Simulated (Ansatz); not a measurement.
**GeH₇NSi: vertical ionisation energy**

One table from this session's results is given with a row withheld; the runs are named, their logs left out.

Computed with Ansatz 0.2.0, Gaussian basis. Level: unrestricted cation, the program's frozen cores in correlated methods.

The runs, in order: UKS PBE-D4/def2-TZVPP; UKS r2SCAN-D4/def2-TZVPP; UKS PBE0-D4/def2-TZVPP; UKS B3LYP-D4/def2-TZVPP; UKS wB97X-V/def2-TZVPP; UKS wB97M-V/def2-TZVPP; UKS B2PLYP/def2-TZVPP; UHF-MP2/def2-TZVPP; UHF-MP2/def2-QZVPP; then −ε(HOMO) from the neutral's earlier runs with LDA (SPW92), PBE-D4, revPBE-D4, BLYP-D4, r2SCAN-D4, B97M-V, PBE0-D4, B3LYP-D4, r2SCANh-D4, r2SCAN0-D4, HSE06-D4, BHLYP-D4, CAM-B3LYP-D4, LC-ωPBE, ωB97X-V, ωB97M-V.

1 further run of the same task is left out (it didn't finish).

## The relaxed structure

The geometry comes from an earlier relaxation with PBE0-D4 in a triple-zeta def2 set; it is a stationary point, not always the lowest conformer.

SMILES `[SiH3][NH][GeH3]`, 10 atoms, charge 0, spin multiplicity 1.

Atoms are counted from 1 here; the program's logs count them from 0.

Bond lengths: Si1–N2 1.718 Å, Si1–H4 1.486 Å, Si1–H5 1.489 Å, Si1–H6 1.492 Å, N2–Ge3 1.839 Å, N2–H7 1.009 Å, Ge3–H8 1.534 Å, Ge3–H9 1.543 Å, Ge3–H10 1.538 Å. Angles: N2–Si1–H4 107.3°, N2–Si1–H5 110.3°, N2–Si1–H6 114.2°, H4–Si1–H5 110.0°, H4–Si1–H6 107.9°, H5–Si1–H6 107.0°, Si1–N2–Ge3 127.5°, Si1–N2–H7 117.0°, Ge3–N2–H7 114.2°, N2–Ge3–H8 106.7°, N2–Ge3–H9 111.7°, N2–Ge3–H10 108.4°, H8–Ge3–H9 109.9°, H8–Ge3–H10 111.3°, H9–Ge3–H10 108.9°.

Geometry (Å):

```
atom    x (Å)    y (Å)    z (Å)
 Si1  -1.1468   0.5222  -0.9456
  N2   0.4614   0.3191  -0.3757
 Ge3   1.0201  -0.6758   1.0662
  H4  -1.9237  -0.6685  -0.5129
  H5  -1.1602   0.6272  -2.4305
  H6  -1.8355   1.7358  -0.4161
  H7   1.1591   0.9529  -0.7365
  H8  -0.0189  -1.7874   1.2624
  H9   1.1199   0.1804   2.3456
 H10   2.4078  -1.2572   0.7459
```

Set-up of the first run:

Input file in.yaml:

```yaml
crystal:
  periodic: [false, false, false]
  atoms:
    - {symbol: Si, position_ang: [-1.146787, 0.522250, -0.945597]}
    - {symbol: N, position_ang: [0.461357, 0.319059, -0.375660]}
    - {symbol: Ge, position_ang: [1.020062, -0.675791, 1.066217]}
    - {symbol: H, position_ang: [-1.923733, -0.668457, -0.512929]}
    - {symbol: H, position_ang: [-1.160247, 0.627163, -2.430535]}
    - {symbol: H, position_ang: [-1.835465, 1.735844, -0.416073]}
    - {symbol: H, position_ang: [1.159104, 0.952931, -0.736542]}
    - {symbol: H, position_ang: [-0.018890, -1.787371, 1.262444]}
    - {symbol: H, position_ang: [1.119882, 0.180441, 2.345620]}
    - {symbol: H, position_ang: [2.407818, -1.257169, 0.745853]}
basis:
  gaussian: {orbitals: def2-TZVPP}
total_charge: 1
magnetization: {spin_polarized: true, initial_magnetization: 1}
hamiltonian: {xc: pbe, dispersion: d4}
```

On the command line:

```console
$ ansatz run in.yaml --threads 2 --pin off --events-out ev --progress --plain --max-ram 32768MiB --backend cpu
```

Steps of the session up to this table: Cation, UKS PBE-D4/def2-TZVPP; Cation, UKS r2SCAN-D4/def2-TZVPP; Cation, UKS PBE0-D4/def2-TZVPP; Cation, UKS B3LYP-D4/def2-TZVPP; Cation, UKS wB97X-V/def2-TZVPP; Cation, UKS wB97M-V/def2-TZVPP; Cation, UKS B2PLYP (frozen core)/def2-TZVPP; Cation, UHF-MP2/def2-TZVPP; Cation, UHF-MP2/def2-QZVPP.

One table of the session follows, with a row left open; its other results are not shown here.

It belongs to the step «Ionisation energies side by side». Orbital estimates, from the neutral's runs:

```
  functional  −ε(HOMO) (eV)
 LDA (SPW92)           6.03
      PBE-D4           5.94
   revPBE-D4           5.90
     BLYP-D4           5.82
   r2SCAN-D4           6.24
      B97M-V           6.41
     PBE0-D4           7.28
    B3LYP-D4           7.05
  r2SCANh-D4           6.73
  r2SCAN0-D4           7.48
    HSE06-D4           6.88
    BHLYP-D4           8.54
CAM-B3LYP-D4              ?
     LC-ωPBE          10.01
     ωB97X-V           9.67
     ωB97M-V           9.56
```

Q: Estimate the row for CAM-B3LYP-D4 from the others.

As computed: −ε(HOMO) (eV): 8.65. In the column «−ε(HOMO) (eV)» it lies between BHLYP-D4 (8.54) and ωB97M-V (9.56).
